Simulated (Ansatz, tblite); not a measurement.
# [InCl4]-: removing an electron

What does removing an electron cost or gain for [InCl4]-? Each charged state is run at several levels.

The runs use Ansatz 0.2.0, Gaussian basis; as each input shows.

The runs, in order: charge 0 doublet, at the geometry of the singlet (PBE0-D4/def2-TZVPD, PBE-D4/def2-TZVPD, r2SCAN-D4/def2-TZVPD, CCSD(T)/def2-SVPD); the starting singlet's energies come from earlier runs.

2 further runs of the same task are left out: 2 set aside as unsound or not needed. Runs told in other sessions of the task aren't counted.

## Step 1: The structure

The geometry is that of the singlet, from an earlier relaxation (PBE-D4/def2-SVPD).

5 atoms, charge -1, spin multiplicity 1.

Atoms are counted from 1 here; the program's logs count them from 0.

Bond lengths: In1–Cl2 2.433 Å, In1–Cl3 2.432 Å, In1–Cl4 2.433 Å, In1–Cl5 2.433 Å. Angles: Cl2–In1–Cl3 109.5°, Cl2–In1–Cl4 109.5°, Cl2–In1–Cl5 109.5°, Cl3–In1–Cl4 109.5°, Cl3–In1–Cl5 109.5°, Cl4–In1–Cl5 109.5°.

In takes a core potential in the def2 sets. No spin-orbit coupling is included. The ion is computed in the gas phase, without counter-ions or solvent.

## Step 2: Charge 0 doublet at the fixed geometry, first pass, PBE0-D4/def2-SVP

Contents of in.yaml:

```yaml
crystal:
  periodic: [false, false, false]
  atoms:
    - {symbol: In, position_ang: [0.000097, 0.000038, -0.000080]}
    - {symbol: Cl, position_ang: [0.010882, -0.016933, 2.432482]}
    - {symbol: Cl, position_ang: [2.289777, 0.011281, -0.821097]}
    - {symbol: Cl, position_ang: [-1.155237, 1.988932, -0.791801]}
    - {symbol: Cl, position_ang: [-1.145519, -1.983328, -0.819494]}
basis:
  gaussian: {orbitals: def2-SVP}
magnetization: {spin_polarized: true, initial_magnetization: 1}
hamiltonian: {xc: pbe0, dispersion: d4}
output: {orbitals: {seedname: orbitals}}
```

Started as:

```console
$ ansatz run in.yaml --threads 4 --pin off --events-out ev --progress --plain --max-ram 3916MiB
```

Log:

```text
Functional definition: PBE0
  name "PBE0"
  cite "Adamo & Barone, J. Chem. Phys. 110, 6158 (1999) doi:10.1063/1.478522"
  cite "Perdew, Burke & Ernzerhof, Phys. Rev. Lett. 77, 3865 (1996) doi:10.1103/PhysRevLett.77.3865"
  parent pbe
  parameter a = 0.25
  parameter kappa = 0.804
  parameter beta = 0.06672455060314922
  exchange = (1 - a)*pbe_x(kappa = kappa, mu = beta*pi^2/3) + a*exact_x
  correlation = pbe_c(beta = beta)
971 factors; integrals over basis functions are off by at most 3.0e-4 eV
mean field evaluation 1: about -55233.5904 eV, gradient 1.4e1 eV
mean field evaluation 2: about -55230.5960 eV, gradient 2.5e1 eV
mean field evaluation 4: about -55234.8042 eV, gradient 1.2e0 eV
mean field evaluation 8: about -55234.8785 eV, gradient 4.3e-1 eV
mean field evaluation 16: about -55234.8820 eV, gradient 1.4e-2 eV
mean field evaluation 32: about -55234.8952 eV, gradient 3.9e-3 eV
mean field evaluation 64: about -55234.8703 eV, gradient 4.5e-1 eV
mean field evaluation 96: about -55234.8952 eV, gradient 4.2e-4 eV
mean field evaluation 128: about -55234.8952 eV, gradient 4.0e-5 eV
mean field evaluation 160: about -55234.8704 eV, gradient 4.4e-1 eV
mean field evaluation 192: about -55234.8879 eV, gradient 1.3e-1 eV
mean field evaluation 224: about -55234.7349 eV, gradient 2.9e-1 eV
mean field -55234.89520720 eV, -2029.8449593079 hartree, gradient 3.3e-6 eV, S^2 0.752989; 20 other end points of the search recorded, 0 dependent functions left out
reference -55234.89524345 eV, -2029.8449606400 hartree; 45, 44 occupied and 53, 54 virtual orbitals, 971 factors
Total energy: -55235.07737807 eV, -2029.8516539639 hartree
```

Run time: 70 s. Hardware: 4 threads of Intel Xeon at 2.50GHz, shared host.

HOMO -9.15 eV, LUMO -8.07 eV (over both spins); ⟨S²⟩ 0.753 (pure: 0.75).

## Step 3: Charge 0 doublet at the fixed geometry, PBE0-D4/def2-TZVPD

start.molden holds the orbitals of an earlier run on this state, given as this run's starting guess.

Edit in.yaml of step 2 so:

```diff
@@ -9,5 +9,6 @@
 basis:
-  gaussian: {orbitals: def2-SVP}
+  gaussian: {orbitals: def2-TZVPD, initial_orbitals: start.molden}
 magnetization: {spin_polarized: true, initial_magnetization: 1}
 hamiltonian: {xc: pbe0, dispersion: d4}
+scf: {omitted_lower_state_checks: [starts]}
 output: {orbitals: {seedname: orbitals}}
```

The command is unchanged.

Log:

```text
Functional definition: PBE0
  name "PBE0"
  cite "Adamo & Barone, J. Chem. Phys. 110, 6158 (1999) doi:10.1063/1.478522"
  cite "Perdew, Burke & Ernzerhof, Phys. Rev. Lett. 77, 3865 (1996) doi:10.1103/PhysRevLett.77.3865"
  parent pbe
  parameter a = 0.25
  parameter kappa = 0.804
  parameter beta = 0.06672455060314922
  exchange = (1 - a)*pbe_x(kappa = kappa, mu = beta*pi^2/3) + a*exact_x
  correlation = pbe_c(beta = beta)
these checks for a lower state are left out or cut short: starts
1745 factors; their error is unknown
mean field evaluation 1: about -55248.4994 eV, gradient 1.4e2 eV
mean field evaluation 2: about -55251.8370 eV, gradient 4.9e0 eV
mean field evaluation 4: about -55252.2192 eV, gradient 2.3e-1 eV
mean field evaluation 8: about -55252.2198 eV, gradient 1.8e-5 eV
mean field -55252.21975766 eV, -2030.4816247942 hartree, gradient 2.5e-6 eV, S^2 0.754155; 0 other end points of the search recorded, 0 dependent functions left out
reference -55252.21982822 eV, -2030.4816273872 hartree; 45, 44 occupied and 195, 196 virtual orbitals, 1745 factors
Total energy: -55252.40196284 eV, -2030.4883207111 hartree
Checks for a lower state left out: starts
```

Wall time 2.3 min (4 threads of Intel Xeon at 2.50GHz, shared host); peak memory 1.1 GiB.

Report: HOMO -9.31 eV, LUMO -8.25 eV (over both spins); ⟨S²⟩ 0.754 (pure: 0.75).

## Step 4: Charge 0 doublet at the fixed geometry, PBE-D4/def2-TZVPD

Edit in.yaml of step 3 so:

```diff
@@ -11,3 +11,3 @@
 magnetization: {spin_polarized: true, initial_magnetization: 1}
-hamiltonian: {xc: pbe0, dispersion: d4}
+hamiltonian: {xc: pbe, dispersion: d4}
 scf: {omitted_lower_state_checks: [starts]}
```

Launched as before.

Log:

```text
Functional definition: PBE
  name "PBE"
  cite "Perdew, Burke & Ernzerhof, Phys. Rev. Lett. 77, 3865 (1996) doi:10.1103/PhysRevLett.77.3865"
  parent pbe
  parameter kappa = 0.804
  parameter beta = 0.06672455060314922
  exchange = pbe_x(kappa = kappa, mu = beta*pi^2/3)
  correlation = pbe_c(beta = beta)
these checks for a lower state are left out or cut short: starts
1551 factors; their error is unknown
mean field evaluation 1: about -55248.7700 eV, gradient 1.2e1 eV
mean field evaluation 2: about -55248.9199 eV, gradient 2.4e-1 eV
mean field evaluation 4: about -55248.9086 eV, gradient 4.4e-2 eV
mean field evaluation 8: about -55248.9086 eV, gradient 1.7e-3 eV
mean field -55248.90858368 eV, -2030.3599413948 hartree, gradient 2.9e-6 eV, S^2 0.751284; 0 other end points of the search recorded, 0 dependent functions left out
reference -55248.90867203 eV, -2030.3599446419 hartree; 45, 44 occupied and 195, 196 virtual orbitals, 1551 factors
Total energy: -55249.11322986 eV, -2030.3674620035 hartree
Checks for a lower state left out: starts
```

Run time: 27 s. Hardware: 4 threads of Intel Xeon at 2.50GHz, shared host; peak memory 0.88 GiB.

Report: HOMO -8.24 eV, LUMO -8.24 eV (over both spins); ⟨S²⟩ 0.751 (pure: 0.75).

## Step 5: Charge 0 doublet at the fixed geometry, r2SCAN-D4/def2-TZVPD

Edit in.yaml of step 4 so:

```diff
@@ -11,3 +11,3 @@
 magnetization: {spin_polarized: true, initial_magnetization: 1}
-hamiltonian: {xc: pbe, dispersion: d4}
+hamiltonian: {xc: r2scan, dispersion: d4}
 scf: {omitted_lower_state_checks: [starts]}
```

The command is unchanged.

Log:

```text
Functional definition: r2SCAN
  name "r2SCAN"
  cite "Furness, Kaplan, Ning, Perdew & Sun, J. Phys. Chem. Lett. 11, 8208 (2020) doi:10.1021/acs.jpclett.0c02405"
  cite "Furness, Kaplan, Ning, Perdew & Sun, J. Phys. Chem. Lett. 11, 9248 (2020) doi:10.1021/acs.jpclett.0c03077"
  parent r2scan
  parameter k0 = 0.174
  parameter k1 = 0.065
  parameter a1 = 4.9479
  exchange = r2scan_x(k0 = k0, k1 = k1, a1 = a1)
  correlation = r2scan_c
these checks for a lower state are left out or cut short: starts
1551 factors; their error is unknown
mean field evaluation 1: about -55267.8214 eV, gradient 8.7e0 eV
mean field evaluation 2: about -55267.8688 eV, gradient 1.0e-1 eV
mean field evaluation 4: about -55267.8550 eV, gradient 2.7e-4 eV
mean field evaluation 8: about -55267.8550 eV, gradient 4.2e-5 eV
mean field -55267.85503669 eV, -2031.0562107007 hartree, gradient 4.0e-6 eV, S^2 0.752326; 0 other end points of the search recorded, 0 dependent functions left out
reference -55267.85508122 eV, -2031.0562123371 hartree; 45, 44 occupied and 195, 196 virtual orbitals, 1551 factors
Total energy: -55267.90516625 eV, -2031.0580529281 hartree
Checks for a lower state left out: starts
```

Run time: 64 s. Hardware: 4 threads of Intel Xeon at 2.50GHz, shared host; peak memory 0.97 GiB.

HOMO -8.57 eV, LUMO -8.50 eV (over both spins); ⟨S²⟩ 0.752 (pure: 0.75).

## Step 6: Charge 0 doublet at the fixed geometry, CCSD(T)/def2-SVPD

Edit in.yaml of step 5 so:

```diff
@@ -9,6 +9,6 @@
 basis:
-  gaussian: {orbitals: def2-TZVPD, initial_orbitals: start.molden}
+  gaussian: {orbitals: def2-SVPD, initial_orbitals: start.molden}
 magnetization: {spin_polarized: true, initial_magnetization: 1}
-hamiltonian: {xc: r2scan, dispersion: d4}
-scf: {omitted_lower_state_checks: [starts]}
+correlation: {method: ccsd_t}
+scf: {omitted_lower_state_checks: [starts, cluster_reference]}
 output: {orbitals: {seedname: orbitals}}
```

Launched as before.

Log (excerpt; [...] marks lines left out):

```text
Functional definition: HF
  name "HF"
  cite "Fock, Z. Phys. 61, 126 (1930) doi:10.1007/BF01340294"
  parent pbe
[...]
1406 factors; integrals over basis functions are off by at most 2.3e-4 eV
[...]
mean field -55150.77935979 eV, -2026.7537589315 hartree, gradient 2.8e-10 eV, S^2 0.757842; 0 other end points of the search recorded, 0 dependent functions left out
24 core orbitals not correlated: weight in the atoms' cores, before any rotation towards them, 1.000 or more for the frozen orbitals, at most 0.000 for the correlated occupied ones
reference -55150.77935979 eV, -2026.7537589315 hartree; 21, 20 occupied and 95, 96 virtual orbitals, 1406 factors
second order -17.47197704 eV of doubles, -0.00000000 eV of singles
cycle   1  -18.49371685 eV  change    -1.0e0 eV  update   9.8e-2
[...]
cycle  21  -18.97737627 eV  change    4.2e-6 eV  update   5.0e-5
perturbative correction -0.57684662 eV, -0.0211987223 hartree
Total energy: -55170.33358269 eV, -2027.4723633685 hartree
Checks for a lower state left out: starts, cluster_reference
```

Run time: 3.3 min. Hardware: 4 threads of Intel Xeon at 2.50GHz, shared host; peak memory 2.2 GiB.

Hartree-Fock HOMO -12.03 eV, LUMO -4.84 eV (over both spins); ⟨S²⟩ 0.758 (pure: 0.75); T1 0.026.

## Step 7: Vertical ionisation energy

Charged state less starting state, singlet to doublet; the starting state's energies are those of its earlier runs.

| method | vertical ionisation energy (eV) | from CCSD(T)/def2-SVPD (eV) | time |
| --- | --- | --- | --- |
| HF/def2-SVPD | 6.49 | -0.66 |  |
| PBE-D4/def2-TZVPD | 5.83 | -1.32 | 32 s |
| r2SCAN-D4/def2-TZVPD | 6.13 | -1.02 | 76 s |
| PBE0-D4/def2-TZVPD | 6.54 | -0.61 | 2.5 min |
| MP2/def2-SVPD | 7.38 | +0.23 |  |
| CCSD/def2-SVPD | 7.16 | +0.01 |  |
| CCSD(T)/def2-SVPD | 7.15 | 0 | 3.8 min |

Times add the two runs; a level without a time comes out of a correlated run.

Beside −ε(HOMO) of the starting state:

| level | −ε(HOMO) (eV) | by difference (eV) | mismatch (eV) |
| --- | --- | --- | --- |
| PBE-D4/def2-TZVPD | 3.43 | 5.83 | -2.40 |
| r2SCAN-D4/def2-TZVPD | 3.78 | 6.13 | -2.35 |
| PBE0-D4/def2-TZVPD | 4.84 | 6.54 | -1.71 |

## Step 8: Outcome

| quantity | value |
| --- | --- |
| vertical ionisation energy, functionals in def2-TZVPD | 5.83 (PBE-D4) to 6.54 eV (PBE0-D4) |
| vertical ionisation energy, CCSD(T)/def2-SVPD | 7.15 eV |

In words: The vertical ionisation energy spans 5.83 to 6.54 eV over the functionals, beside 7.15 eV from CCSD(T)/def2-SVPD. −ε(HOMO) misses the level's own difference by -1.71 eV at best (PBE0-D4) and -2.40 eV at worst (PBE-D4). The yardstick is in a double-zeta basis, so levels in larger sets aren't compared like for like. CCSD(T)/def2-SVPD isn't at the basis-set limit; small misses against it rank nothing.
